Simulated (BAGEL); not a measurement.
**SiH3SeCl (SMILES Cl[SiH2][SeH]): HF/6-31G(d) (density fitting with qzvpp-jkfit, spherical functions)**

Aim: the vertical singlet–triplet gap of SiH3SeCl at HF/6-31G* (density fitting with qzvpp-jkfit, spherical functions), from 2 runs. 

Program for the calculation: BAGEL 1.2.2.

3 further runs of the same task are left out: 1 that didn't finish, 2 set aside as unsound or not needed.

**1. The molecule**

SiH3SeCl has 6 atoms, charge 0, and is taken as a singlet. As SMILES, `Cl[SiH2][SeH]`. Geometry: relaxed at PBE0-D4/def2-TZVP. This is one conformer, not always the lowest.

Bond lengths: Cl1–Si2 2.048 Å, Si2–Se3 2.271 Å, Si2–H4 1.481 Å, Si2–H5 1.481 Å, Se3–H6 1.471 Å. Angles: Cl1–Si2–Se3 106.0°, Cl1–Si2–H4 108.5°, Cl1–Si2–H5 108.4°, Se3–Si2–H4 111.7°, Se3–Si2–H5 111.8°, Si2–Se3–H6 91.4°, H4–Si2–H5 110.2°.

**2. A single-point energy at HF/6-31G(d) (density fitting with qzvpp-jkfit, spherical functions)**

File job.json:

```json
{ "bagel": [

{
  "title": "molecule",
  "basis": "6-31gs.json",
  "df_basis": "qzvpp-jkfit",
  "angstrom": "true",
  "geometry": [
    { "atom": "Cl", "xyz": [      -2.338100,       0.106600,      -0.077400 ] },
    { "atom": "Si", "xyz": [      -0.321100,      -0.072300,      -0.384700 ] },
    { "atom": "Se", "xyz": [       0.656200,       0.318000,       1.627200 ] },
    { "atom": "H", "xyz": [      -0.039300,      -1.440900,      -0.874100 ] },
    { "atom": "H", "xyz": [       0.088300,       0.926300,      -1.398200 ] },
    { "atom": "H", "xyz": [       1.996000,       0.098300,       1.060800 ] }
  ]
},

{
  "title": "hf"
},

{
  "title": "print",
  "file": "orbitals.molden",
  "orbitals": "true"
}

]}
```

The basis set 6-31G* is read from a file made from the Basis Set Exchange's data (not shown).

The run is started by

```
$ BAGEL_NUM_THREADS=1 BAGEL job.json > job.out
```

Standard output:

```text
* using 1 threads per process

  ===============================================================
  ===============================================================

  *** Geometry ***

  { "atom" : "Cl", "xyz" : [     -4.418369,      0.201445,     -0.146265 ] },
  { "atom" : "Si", "xyz" : [     -0.606791,     -0.136627,     -0.726978 ] },
  { "atom" : "Se", "xyz" : [      1.240038,      0.600933,      3.074962 ] },
  { "atom" : "H", "xyz" : [     -0.074266,     -2.722906,     -1.651810 ] },
  { "atom" : "H", "xyz" : [      0.166863,      1.750453,     -2.642215 ] },
  { "atom" : "H", "xyz" : [      3.771893,      0.185760,      2.004621 ] },

  Number of auxiliary basis functions:      576

  Since a DF basis is specified, we compute 2- and 3-index integrals:
    o Being stored without compression. Storage requirement is 0.025 GB

  Number of basis functions:       74
  Number of electrons      :       68

    * METHOD: MOLECULE                             0.37

  *** RHF ***

  === Nuclear Repulsion ===
   306.2517511126

      * DIIS with orbital gradients will be used.

  === RHF iteration (6-31gs.json) ===
      0      -3149.66502387          0.01088336           0.11
      1      -3149.73492318          0.00515673           0.10
      2      -3149.74761419          0.00106541           0.10
      3      -3149.74846516          0.00025430           0.11
      4      -3149.74851808          0.00005530           0.10
      5      -3149.74852187          0.00001619           0.10
      6      -3149.74852217          0.00000540           0.10
      7      -3149.74852220          0.00000110           0.10
      8      -3149.74852220          0.00000031           0.10
      9      -3149.74852220          0.00000009           0.10
     10      -3149.74852220          0.00000003           0.10
     11      -3149.74852220          0.00000001           0.10
    * SCF iteration converged.

    * Permanent dipole moment:
           (   -0.783734,     0.158532,     0.504268) a.u.

    * METHOD: HF                                   1.51

    * METHOD: PRINT                                0.01

  ===============================================================
```

Wall time 2 s (1 thread of Arm Neoverse V1, shared host); peak memory 0.13 GiB.

**3. The triplet at the same level**

File hf.json:

```json
{ "bagel": [

{
  "title": "molecule",
  "basis": "6-31gs.json",
  "df_basis": "qzvpp-jkfit",
  "angstrom": true,
  "geometry": [
    { "atom": "Cl", "xyz": [      -2.338100,       0.106600,      -0.077400 ] },
    { "atom": "Si", "xyz": [      -0.321100,      -0.072300,      -0.384700 ] },
    { "atom": "Se", "xyz": [       0.656200,       0.318000,       1.627200 ] },
    { "atom": "H", "xyz": [      -0.039300,      -1.440900,      -0.874100 ] },
    { "atom": "H", "xyz": [       0.088300,       0.926300,      -1.398200 ] },
    { "atom": "H", "xyz": [       1.996000,       0.098300,       1.060800 ] }
  ]
},

{ "title": "uhf", "nopen": 2 },

{ "title": "print", "file": "orbitals.molden", "orbitals": true }

]}
```

The basis set 6-31G* is read from a file made from the Basis Set Exchange's data (not shown).

The run is started by

```
$ BAGEL_NUM_THREADS=1 BAGEL hf.json > hf.out
```

Standard output:

```text
* using 1 threads per process

  ===============================================================
  ===============================================================

  *** Geometry ***

  { "atom" : "Cl", "xyz" : [     -4.418369,      0.201445,     -0.146265 ] },
  { "atom" : "Si", "xyz" : [     -0.606791,     -0.136627,     -0.726978 ] },
  { "atom" : "Se", "xyz" : [      1.240038,      0.600933,      3.074962 ] },
  { "atom" : "H", "xyz" : [     -0.074266,     -2.722906,     -1.651810 ] },
  { "atom" : "H", "xyz" : [      0.166863,      1.750453,     -2.642215 ] },
  { "atom" : "H", "xyz" : [      3.771893,      0.185760,      2.004621 ] },

  Number of auxiliary basis functions:      576

  Since a DF basis is specified, we compute 2- and 3-index integrals:
    o Being stored without compression. Storage requirement is 0.025 GB

  Number of basis functions:       74
  Number of electrons      :       68

    * METHOD: MOLECULE                             0.36

  *** Open-shell HF ***

  === Nuclear Repulsion ===
   306.2517511126

      * DIIS with orbital gradients will be used.

  === UHF iteration (6-31gs.json) ===
      0      -3149.40841203          0.02136498           0.20
      1      -3149.51352647          0.01159746           0.20
      2      -3149.54632638          0.00656641           0.20
      3      -3149.55382390          0.00176664           0.21
      4      -3149.55727660          0.00065817           0.21
      5      -3149.55816344          0.00036206           0.21
      6      -3149.55856912          0.00028282           0.21
      7      -3149.55917567          0.00025235           0.21
      8      -3149.55977183          0.00021765           0.21
      9      -3149.56022683          0.00019943           0.20
     10      -3149.56086283          0.00013055           0.20
     11      -3149.56106637          0.00012345           0.20
     12      -3149.56121137          0.00004911           0.20
     13      -3149.56121114          0.00005627           0.21
     14      -3149.56123662          0.00001545           0.21
     15      -3149.56123847          0.00000874           0.20
     16      -3149.56123916          0.00000358           0.20
     17      -3149.56123929          0.00000135           0.20
     18      -3149.56123930          0.00000073           0.20
     19      -3149.56123931          0.00000041           0.20
     20      -3149.56123931          0.00000026           0.20
     21      -3149.56123931          0.00000015           0.20
     22      -3149.56123931          0.00000010           0.21
     23      -3149.56123931          0.00000006           0.21
     24      -3149.56123931          0.00000003           0.21
     25      -3149.56123931          0.00000002           0.21
     26      -3149.56123931          0.00000001           0.21
    * SCF iteration converged.

    * S^2 (UHF) is 2.0210

    * Permanent dipole moment:
           (   -0.508459,     0.106699,     0.365678) a.u.

    * METHOD: UHF                                  5.76

    * METHOD: PRINT                                0.01

  ===============================================================
```

Run time: 6.3 s. Hardware: 1 thread of Arm Neoverse V1, shared host; peak memory 0.13 GiB.

**4. Outcome**

At HF/6-31G* (density fitting with qzvpp-jkfit, spherical functions):

| quantity | value |
| --- | --- |
| singlet: total energy | -3149.74852 Eh |
| singlet: dipole moment | 2.40 D |
| singlet: HOMO energy | -9.95 eV |
| singlet: LUMO energy | 2.89 eV |
| singlet: HOMO–LUMO gap | 12.84 eV |
| triplet: total energy | -3149.56124 Eh |
| triplet: dipole moment | 1.61 D |
| triplet: ⟨S²⟩ | 2.021 |
| vertical energy of the triplet above the singlet | 5.096 eV |

In words: At this shape the triplet lies 5.10 eV (118 kcal/mol) above the singlet.
